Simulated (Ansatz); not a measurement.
# CH8SSi2: small, medium and large basis sets

Aim: see how fast density functionals converge with the basis set for CH8SSi2.

The runs use Ansatz 0.2.0, Gaussian basis; one geometry, several basis sets.

Levels to be run: PBE0-D4/def2-SVP; ωB97M-V/def2-SVP; PBE0-D4/def2-QZVPP; ωB97M-V/def2-QZVPP; the functionals' def2-TZVPP values are taken from earlier runs.

**1. The relaxed structure**

All runs share one geometry, relaxed beforehand with PBE0-D4 in a triple-zeta def2 set.

12 atoms, charge 0, spin multiplicity 1.

Atoms are counted from 1 here; the program's logs count them from 0.

Bond lengths: C1–Si2 1.862 Å, C1–H5 1.092 Å, C1–H6 1.092 Å, C1–H7 1.093 Å, Si2–S3 2.144 Å, Si2–H8 1.488 Å, Si2–H9 1.488 Å, S3–Si4 2.133 Å, Si4–H10 1.486 Å, Si4–H11 1.483 Å, Si4–H12 1.486 Å. Angles: Si2–C1–H5 110.7°, Si2–C1–H6 110.7°, Si2–C1–H7 110.1°, H5–C1–H6 108.5°, H5–C1–H7 108.4°, H6–C1–H7 108.4°, C1–Si2–S3 107.6°, C1–Si2–H8 111.3°, C1–Si2–H9 111.3°, S3–Si2–H8 109.4°, S3–Si2–H9 109.4°, H8–Si2–H9 107.9°, Si2–S3–Si4 98.4°, S3–Si4–H10 111.0°, S3–Si4–H11 106.4°, S3–Si4–H12 111.0°, H10–Si4–H11 109.9°, H10–Si4–H12 108.7° and more.

**2. PBE0-D4 in def2-SVP**

in.yaml reads:

```yaml
crystal:
  periodic: [false, false, false]
  atoms:
    - {symbol: C, position_ang: [-0.320651, 2.321298, 0.535114]}
    - {symbol: Si, position_ang: [-0.502807, 0.565021, -0.057040]}
    - {symbol: S, position_ang: [1.299924, -0.479595, 0.449028]}
    - {symbol: Si, position_ang: [0.784456, -2.390719, -0.346260]}
    - {symbol: H, position_ang: [0.531824, 2.804618, 0.053681]}
    - {symbol: H, position_ang: [-0.169617, 2.350605, 1.616052]}
    - {symbol: H, position_ang: [-1.220859, 2.893602, 0.297305]}
    - {symbol: H, position_ang: [-0.708679, 0.509370, -1.529561]}
    - {symbol: H, position_ang: [-1.661381, -0.106681, 0.591235]}
    - {symbol: H, position_ang: [0.531574, -2.309085, -1.807895]}
    - {symbol: H, position_ang: [1.942271, -3.279479, -0.084233]}
    - {symbol: H, position_ang: [-0.428958, -2.934155, 0.316572]}
basis:
  gaussian: {orbitals: def2-SVP}
hamiltonian: {xc: pbe0, dispersion: d4}
output: {orbitals: {seedname: orbitals}}
```

The runs that follow: ωB97M-V in def2-SVP; PBE0-D4 in def2-QZVPP; ωB97M-V in def2-QZVPP.

Q: Predict the results of all the runs planned. Wanted: PBE0-D4: double and triple zeta above quadruple; ωB97M-V: double and triple zeta above quadruple.

**Answer**, as computed:

| quantity | value |
| --- | --- |
| PBE0-D4: double and triple zeta above quadruple | 11.57, 0.94 eV |
| ωB97M-V: double and triple zeta above quadruple | 11.65, 0.88 eV |

**Reading.** PBE0-D4 gains 10.63 eV from double to triple zeta, then 0.94 eV more. These are total energies; as a rule much of such shifts cancels in differences, which this series doesn't test. The LUMO of ωB97M-V is positive and keeps falling with the basis (2.32 to 1.33 eV): an unbound level that the basis holds in place.
